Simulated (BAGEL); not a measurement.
# One shape, several levels: singlet SiNHCl2F+

Wanted: a comparison of 6 runs (HF/STO-3G, HF/6-31G*, HF/def2-SVP, B3LYP/6-31G*, B3LYP/def2-SVP, PBE0/def2-SVP) of singlet SiNHCl2F+. 

The results are computed with BAGEL 1.2.2.

1 further run of the same task is left out (set aside as unsound or not needed). Runs told in other sessions of the task aren't counted.

## (1) Starting point

The species is SiNHCl2F+ (6 atoms), meant as a singlet with charge +1. As SMILES of the parent species, `[NH][Si](F)(Cl)Cl`. The shape is that of a PBE0-D4/def2-TZVP optimisation. This is one conformer, not always the lowest. That shape belongs to the parent species and isn't relaxed for this state.

Bond lengths: N1–Si2 1.723 Å, Si2–F3 1.584 Å, Si2–Cl4 2.019 Å, Si2–Cl5 2.020 Å, N1–H6 1.022 Å. Angles: N1–Si2–F3 114.8°, N1–Si2–Cl4 107.8°, N1–Si2–Cl5 107.5°, F3–Si2–Cl4 107.6°, F3–Si2–Cl5 107.7°, Cl4–Si2–Cl5 111.7°, Si2–N1–H6 115.7°.

## (2) The energy at HF/STO-3G (density fitting with qzvpp-jkfit) (run 1)

job.json reads:

```json
{ "bagel": [

{
  "title": "molecule",
  "basis": "sto-3g",
  "df_basis": "qzvpp-jkfit",
  "angstrom": true,
  "geometry": [
    { "atom": "N", "xyz": [   -0.415400,    0.453200,    1.234200 ] },
    { "atom": "Si", "xyz": [    0.030600,   -0.084600,   -0.340700 ] },
    { "atom": "F", "xyz": [    1.321500,   -1.001100,   -0.388300 ] },
    { "atom": "Cl", "xyz": [   -1.507900,   -1.160600,   -1.083100 ] },
    { "atom": "Cl", "xyz": [    0.401800,    1.555400,   -1.459300 ] },
    { "atom": "H", "xyz": [    0.211400,    0.173700,    1.991100 ] }
  ]
},
{ "title": "hf", "charge": 1 },
{ "title": "print", "file": "orbitals.molden", "orbitals": true }

]}
```

Command:

```
$ BAGEL_NUM_THREADS=1 BAGEL job.json > job.out
```

The log of the run:

```text
* using 1 threads per process

  ===============================================================
  ===============================================================

  *** Geometry ***

  { "atom" : "N", "xyz" : [     -0.784992,      0.856424,      2.332300 ] },
  { "atom" : "Si", "xyz" : [      0.057826,     -0.159871,     -0.643830 ] },
  { "atom" : "F", "xyz" : [      2.497273,     -1.891805,     -0.733781 ] },
  { "atom" : "Cl", "xyz" : [     -2.849518,     -2.193216,     -2.046762 ] },
  { "atom" : "Cl", "xyz" : [      0.759292,      2.939280,     -2.757677 ] },
  { "atom" : "H", "xyz" : [      0.399488,      0.328245,      3.762634 ] },

  Number of auxiliary basis functions:      556

  Since a DF basis is specified, we compute 2- and 3-index integrals:
    o Being stored without compression. Storage requirement is 0.006 GB

  Number of basis functions:       38
  Number of electrons      :       65

    * METHOD: MOLECULE                             0.23

  *** RHF ***

  === Nuclear Repulsion ===
   365.0114954560

      * DIIS with orbital gradients will be used.

  === RHF iteration (sto-3g) ===
      0      -1346.61001155          0.01753650           0.05
      1      -1346.80618289          0.00692783           0.05
      2      -1346.83445154          0.00133013           0.05
      3      -1346.83666604          0.00043469           0.05
      4      -1346.83699801          0.00014848           0.05
      5      -1346.83704683          0.00003782           0.05
      6      -1346.83705011          0.00001345           0.05
      7      -1346.83705050          0.00000504           0.05
      8      -1346.83705054          0.00000396           0.05
      9      -1346.83705056          0.00000346           0.05
     10      -1346.83705063          0.00000202           0.05
     11      -1346.83705066          0.00000043           0.05
     12      -1346.83705066          0.00000016           0.05
     13      -1346.83705066          0.00000007           0.05
     14      -1346.83705066          0.00000003           0.05
     15      -1346.83705066          0.00000001           0.05
     16      -1346.83705066          0.00000000           0.05
    * SCF iteration converged.

    * Permanent dipole moment:
           (   -0.514264,    -0.133525,    -3.101011) a.u.

    * METHOD: HF                                   1.01

    * METHOD: PRINT                                0.00

  ===============================================================
```

Run time: 1.4 s. Hardware: 1 thread of Arm Neoverse V2, shared host; peak memory 0.082 GiB.

## (3) A single-point energy at HF/6-31G(d) (density fitting with qzvpp-jkfit, spherical functions) (run 2)

calc.json reads:

```json
{ "bagel": [

{
  "title": "molecule",
  "basis": "6-31gs.json",
  "df_basis": "qzvpp-jkfit",
  "angstrom": "true",
  "geometry": [
    { "atom": "N", "xyz": [      -0.415400,       0.453200,       1.234200 ] },
    { "atom": "Si", "xyz": [       0.030600,      -0.084600,      -0.340700 ] },
    { "atom": "F", "xyz": [       1.321500,      -1.001100,      -0.388300 ] },
    { "atom": "Cl", "xyz": [      -1.507900,      -1.160600,      -1.083100 ] },
    { "atom": "Cl", "xyz": [       0.401800,       1.555400,      -1.459300 ] },
    { "atom": "H", "xyz": [       0.211400,       0.173700,       1.991100 ] }
  ]
},

{
  "title": "hf",
  "charge": 1
},

{
  "title": "print",
  "file": "orbitals.molden",
  "orbitals": "true"
}

]}
```

The basis set 6-31G* is read from a file made from the Basis Set Exchange's data (not shown).

Command:

```
$ BAGEL_NUM_THREADS=1 BAGEL calc.json > calc.out
```

The log of the run:

```text
* using 1 threads per process

  ===============================================================
  ===============================================================

  *** Geometry ***

  { "atom" : "N", "xyz" : [     -0.784992,      0.856424,      2.332300 ] },
  { "atom" : "Si", "xyz" : [      0.057826,     -0.159871,     -0.643830 ] },
  { "atom" : "F", "xyz" : [      2.497273,     -1.891805,     -0.733781 ] },
  { "atom" : "Cl", "xyz" : [     -2.849518,     -2.193216,     -2.046762 ] },
  { "atom" : "Cl", "xyz" : [      0.759292,      2.939280,     -2.757677 ] },
  { "atom" : "H", "xyz" : [      0.399488,      0.328245,      3.762634 ] },

  Number of auxiliary basis functions:      556

  Since a DF basis is specified, we compute 2- and 3-index integrals:
    o Being stored without compression. Storage requirement is 0.031 GB

  Number of basis functions:       84
  Number of electrons      :       65

    * METHOD: MOLECULE                             0.32

  *** RHF ***

  === Nuclear Repulsion ===
   365.0114954560

      * DIIS with orbital gradients will be used.

  === RHF iteration (6-31gs.json) ===
      0      -1361.84071057          0.01764569           0.13
      1      -1361.97381899          0.01120201           0.13
      2      -1362.03978355          0.00149874           0.13
      3      -1362.04292721          0.00054581           0.13
      4      -1362.04353789          0.00024004           0.13
      5      -1362.04372148          0.00006694           0.13
      6      -1362.04373951          0.00002042           0.13
      7      -1362.04374109          0.00000866           0.13
      8      -1362.04374129          0.00000605           0.13
      9      -1362.04374139          0.00000453           0.13
     10      -1362.04374147          0.00000372           0.13
     11      -1362.04374158          0.00000240           0.12
     12      -1362.04374163          0.00000108           0.13
     13      -1362.04374164          0.00000048           0.13
     14      -1362.04374164          0.00000022           0.12
     15      -1362.04374164          0.00000012           0.13
     16      -1362.04374164          0.00000006           0.12
     17      -1362.04374164          0.00000003           0.12
     18      -1362.04374164          0.00000002           0.12
     19      -1362.04374164          0.00000002           0.12
     20      -1362.04374164          0.00000002           0.13
     21      -1362.04374164          0.00000001           0.13
     22      -1362.04374164          0.00000001           0.12
    * SCF iteration converged.

    * Permanent dipole moment:
           (   -0.042250,    -0.403306,    -2.636640) a.u.

    * METHOD: HF                                   3.16

    * METHOD: PRINT                                0.01

  ===============================================================
```

Run time: 3.9 s. Hardware: 1 thread of Arm Neoverse V2, shared host; peak memory 0.14 GiB.

Run 3 isn't shown in full; the table further down has it.

## (4) The energy at B3LYP/6-31G(d) (density fitting with qzvpp-jkfit, spherical functions) (run 4)

input.json reads:

```json
{ "bagel": [

{
  "title": "molecule",
  "basis": "6-31gs.json",
  "df_basis": "qzvpp-jkfit",
  "angstrom": true,
  "geometry": [
    { "atom": "N", "xyz": [      -0.415400,       0.453200,       1.234200 ] },
    { "atom": "Si", "xyz": [       0.030600,      -0.084600,      -0.340700 ] },
    { "atom": "F", "xyz": [       1.321500,      -1.001100,      -0.388300 ] },
    { "atom": "Cl", "xyz": [      -1.507900,      -1.160600,      -1.083100 ] },
    { "atom": "Cl", "xyz": [       0.401800,       1.555400,      -1.459300 ] },
    { "atom": "H", "xyz": [       0.211400,       0.173700,       1.991100 ] }
  ]
},

{ "title": "ks", "xc_func": "b3lyp", "charge": 1 },

{ "title": "print", "file": "orbitals.molden", "orbitals": true }

]}
```

The basis set 6-31G* is read from a file made from the Basis Set Exchange's data (not shown).

Command:

```
$ BAGEL_NUM_THREADS=1 BAGEL input.json > input.out
```

The log of the run:

```text
* using 1 threads per process

  ===============================================================
  ===============================================================

  *** Geometry ***

  { "atom" : "N", "xyz" : [     -0.784992,      0.856424,      2.332300 ] },
  { "atom" : "Si", "xyz" : [      0.057826,     -0.159871,     -0.643830 ] },
  { "atom" : "F", "xyz" : [      2.497273,     -1.891805,     -0.733781 ] },
  { "atom" : "Cl", "xyz" : [     -2.849518,     -2.193216,     -2.046762 ] },
  { "atom" : "Cl", "xyz" : [      0.759292,      2.939280,     -2.757677 ] },
  { "atom" : "H", "xyz" : [      0.399488,      0.328245,      3.762634 ] },

  Number of auxiliary basis functions:      556

  Since a DF basis is specified, we compute 2- and 3-index integrals:
    o Being stored without compression. Storage requirement is 0.031 GB

  Number of basis functions:       84
  Number of electrons      :       65

    * METHOD: MOLECULE                             0.32

  *** Kohn-Sham DFT ***

    * Removing 11357 points whose weight is below 1.00e-10
    * Grid points: 78079

  === Nuclear Repulsion ===
   365.0114954560

       - DIIS with orbital gradients will be used.

  === KS iteration (b3lyp / 6-31gs.json) ===
      0      -1331.70080103          0.13305636           0.41
      1      -1249.37650462          0.20346008           0.38
      2      -1329.55212942          0.13209041           0.38
      3      -1349.09926028          0.10682242           0.37
      4      -1351.97628248          0.10474658           0.37
      5      -1364.32788717          0.02533739           0.36
      6      -1363.41325946          0.03564992           0.38
      7      -1364.71836848          0.00742096           0.36
      8      -1364.74757302          0.00314433           0.38
      9      -1364.75122629          0.00151116           0.38
[... 15 lines of this table left out ...]
     25      -1364.75425453          0.00000010           0.37
     26      -1364.75425453          0.00000003           0.37
     27      -1364.75425453          0.00000003           0.37
     28      -1364.75425453          0.00000001           0.39
    * SCF iteration converged.

    * Permanent dipole moment:
           (    0.048662,    -0.258875,    -1.189074) a.u.

    * METHOD: KS                                  11.24

    * METHOD: PRINT                                0.01

  ===============================================================
```

It took 12 s on 1 thread of Arm Neoverse V2, shared host; peak memory 0.37 GiB.

Run 5 isn't shown in full; the table further down has it.

## (5) The energy at PBE0/def2-SVP (density fitting with qzvpp-jkfit) (run 6)

input.json reads:

```json
{ "bagel": [

{
  "title": "molecule",
  "basis": "svp",
  "df_basis": "qzvpp-jkfit",
  "angstrom": true,
  "geometry": [
    { "atom": "N", "xyz": [   -0.415400,    0.453200,    1.234200 ] },
    { "atom": "Si", "xyz": [    0.030600,   -0.084600,   -0.340700 ] },
    { "atom": "F", "xyz": [    1.321500,   -1.001100,   -0.388300 ] },
    { "atom": "Cl", "xyz": [   -1.507900,   -1.160600,   -1.083100 ] },
    { "atom": "Cl", "xyz": [    0.401800,    1.555400,   -1.459300 ] },
    { "atom": "H", "xyz": [    0.211400,    0.173700,    1.991100 ] }
  ]
},
{
  "title": "ks",
  "xc_func": "pbe0",
  "charge": 1
},
{
  "title": "print",
  "file": "orbitals.molden",
  "orbitals": true
}

]}
```

Command:

```
$ BAGEL_NUM_THREADS=1 BAGEL input.json > input.out
```

The log of the run:

```text
* using 1 threads per process

  ===============================================================
  ===============================================================

  *** Geometry ***

  { "atom" : "N", "xyz" : [     -0.784992,      0.856424,      2.332300 ] },
  { "atom" : "Si", "xyz" : [      0.057826,     -0.159871,     -0.643830 ] },
  { "atom" : "F", "xyz" : [      2.497273,     -1.891805,     -0.733781 ] },
  { "atom" : "Cl", "xyz" : [     -2.849518,     -2.193216,     -2.046762 ] },
  { "atom" : "Cl", "xyz" : [      0.759292,      2.939280,     -2.757677 ] },
  { "atom" : "H", "xyz" : [      0.399488,      0.328245,      3.762634 ] },

  Number of auxiliary basis functions:      556

  Since a DF basis is specified, we compute 2- and 3-index integrals:
    o Being stored without compression. Storage requirement is 0.034 GB

  Number of basis functions:       87
  Number of electrons      :       65

    * METHOD: MOLECULE                             0.30

  *** Kohn-Sham DFT ***

    * Removing 11357 points whose weight is below 1.00e-10
    * Grid points: 78079

  === Nuclear Repulsion ===
   365.0114954560

       - DIIS with orbital gradients will be used.

  === KS iteration (pbe0 / svp) ===
      0      -1330.76668566          0.11494883           0.39
      1      -1248.07329877          0.28631315           0.37
      2      -1334.65016714          0.10519143           0.39
      3      -1302.52200511          0.16750488           0.37
      4      -1360.72095571          0.05776305           0.40
      5      -1360.26872143          0.06625504           0.39
      6      -1362.43735854          0.03321108           0.39
      7      -1363.09450376          0.02319363           0.37
      8      -1363.32202736          0.02048558           0.39
      9      -1363.62325712          0.00828932           0.37
[... 17 lines of this table left out ...]
     27      -1363.68770582          0.00000003           0.37
     28      -1363.68770582          0.00000003           0.39
     29      -1363.68770582          0.00000001           0.37
     30      -1363.68770582          0.00000001           0.39
    * SCF iteration converged.

    * Permanent dipole moment:
           (    0.110809,    -0.310731,    -1.244871) a.u.

    * METHOD: KS                                  12.09

    * METHOD: PRINT                                0.01

  ===============================================================
```

Wall time 13 s (1 thread of Arm Neoverse V2, shared host); peak memory 0.38 GiB.

## (6) All runs side by side

| run | level | energy (Eh) | HOMO energy (eV) | LUMO energy (eV) | HOMO–LUMO gap (eV) | wall time |
| --- | --- | --- | --- | --- | --- | --- |
| 1 | HF/STO-3G (density fitting with qzvpp-jkfit) | -1346.837051 | -16.98 | -8.19 | 8.80 | 1.4 s |
| 2 | HF/6-31G* (density fitting with qzvpp-jkfit, spherical functions) | -1362.043742 | -18.28 | -9.98 | 8.31 | 3.9 s |
| 3 | HF/def2-SVP (density fitting with qzvpp-jkfit) | -1361.594520 | -18.27 | -9.91 | 8.36 | 3.9 s |
| 4 | B3LYP/6-31G* (density fitting with qzvpp-jkfit, spherical functions) | -1364.754255 | -15.36 | -13.65 | 1.70 | 12 s |
| 5 | B3LYP/def2-SVP (density fitting with qzvpp-jkfit) | -1364.315938 | -15.32 | -13.62 | 1.71 | 12 s |
| 6 | PBE0/def2-SVP (density fitting with qzvpp-jkfit) | -1363.687706 | -15.66 | -13.62 | 2.04 | 13 s |

## (7) Outcome

```
            quantity           value
 run 6: total energy  -1363.68771 Eh
  run 6: HOMO energy       -15.66 eV
  run 6: LUMO energy       -13.62 eV
run 6: HOMO–LUMO gap         2.04 eV
```

The HOMO–LUMO gap runs from 1.70 eV (B3LYP/6-31G*) to 8.80 eV (HF/STO-3G). The two ends differ in method and basis. Totals of different functionals can't be ranked against each other. In run 1 the basis is minimal, so the values are rough. All runs together took 46 s, the longest 13 s.
